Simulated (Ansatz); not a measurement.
**YCl3: taking an electron away**

Aim: the vertical ionisation energy of YCl3, as cation minus neutral at the neutral's geometry, on several levels, and how well −ε(HOMO) stands in for it.

Computed with Ansatz 0.2.0, Gaussian basis. Level: unrestricted cation, the program's frozen cores in correlated methods.

Levels to be run: UKS PBE-D4/def2-TZVPP; UKS r2SCAN-D4/def2-TZVPP; UKS PBE0-D4/def2-TZVPP; UKS B3LYP-D4/def2-TZVPP; UKS wB97X-V/def2-TZVPP; UKS wB97M-V/def2-TZVPP; UKS B2PLYP/def2-TZVPP; UHF-CCSD(T)/def2-TZVPP; UHF-MP2/def2-QZVPP; extrapolation to the limit; then −ε(HOMO) from the neutral's earlier runs with LDA (SPW92), PBE-D4, revPBE-D4, BLYP-D4, r2SCAN-D4, B97M-V, PBE0-D4, B3LYP-D4, r2SCANh-D4, r2SCAN0-D4, HSE06-D4, BHLYP-D4, CAM-B3LYP-D4, LC-ωPBE, ωB97X-V, ωB97M-V.

## Step 1: Structure used throughout

The geometry comes from an earlier relaxation with PBE0-D4 in a triple-zeta def2 set; it is a stationary point. Y takes the def2 core potential; no spin-orbit term is included.

4 atoms, charge 0, spin multiplicity 1.

Atoms are counted from 1 here; the program's logs count them from 0.

Bond lengths: Cl1–Y2 2.434 Å, Y2–Cl3 2.434 Å, Y2–Cl4 2.434 Å. Angles: Cl1–Y2–Cl3 120.0°, Cl1–Y2–Cl4 120.0°, Cl3–Y2–Cl4 120.0°.

## Step 2: Cation, UKS PBE-D4/def2-TZVPP

File in.yaml:

```yaml
crystal:
  periodic: [false, false, false]
  atoms:
    - {symbol: Cl, position_ang: [-1.744804, -0.674335, 1.543306]}
    - {symbol: Y, position_ang: [0.013719, -0.015064, -0.004859]}
    - {symbol: Cl, position_ang: [2.281342, -0.843519, 0.304115]}
    - {symbol: Cl, position_ang: [-0.494757, 1.472618, -1.862862]}
basis:
  gaussian: {orbitals: def2-TZVPP}
total_charge: 1
magnetization: {spin_polarized: true, initial_magnetization: 1}
hamiltonian: {xc: pbe, dispersion: d4}
```

On the command line:

```bash
ansatz run in.yaml --threads 4 --pin off --events-out ev --progress --plain --max-ram 10444MiB
```

The runs that follow: Cation, UKS r2SCAN-D4/def2-TZVPP; Cation, UKS PBE0-D4/def2-TZVPP; Cation, UKS B3LYP-D4/def2-TZVPP; Cation, UKS wB97X-V/def2-TZVPP; Cation, UKS wB97M-V/def2-TZVPP; Cation, UKS B2PLYP (frozen core)/def2-TZVPP; Cation, UHF-CCSD(T)/def2-TZVPP; Cation, UHF-MP2/def2-QZVPP.

Before running them: what should the planned runs give, taken together? Wanted: ionisation energy, CCSD(T)/CBS; nearest functional by difference; nearest −ε(HOMO); −ε(HOMO) of PBE; T1 of the cation.

As calculated:

```
                        quantity               value
  ionisation energy, CCSD(T)/CBS            11.82 eV
nearest functional by difference  ωB97X-V (-0.15 eV)
                nearest −ε(HOMO)  LC-ωPBE (+0.10 eV)
                 −ε(HOMO) of PBE             7.74 eV
                T1 of the cation               0.036
```

In words: By cation minus neutral, the functionals miss by 1.41 eV at most. The PBE orbital energy is 4.1 eV too small: a semilocal HOMO is no ionisation energy. Among orbital estimates LC-ωPBE comes nearest. Hartree-Fock falls 1.06 eV short, as the neutral has more correlation energy than the cation. The cation's T1 (from the report) is 0.036, near the customary mark of 0.045 for open shells, so the coupled-cluster value is less safe. Correlated methods include outer-core shells of Y, which these sets cover unevenly.
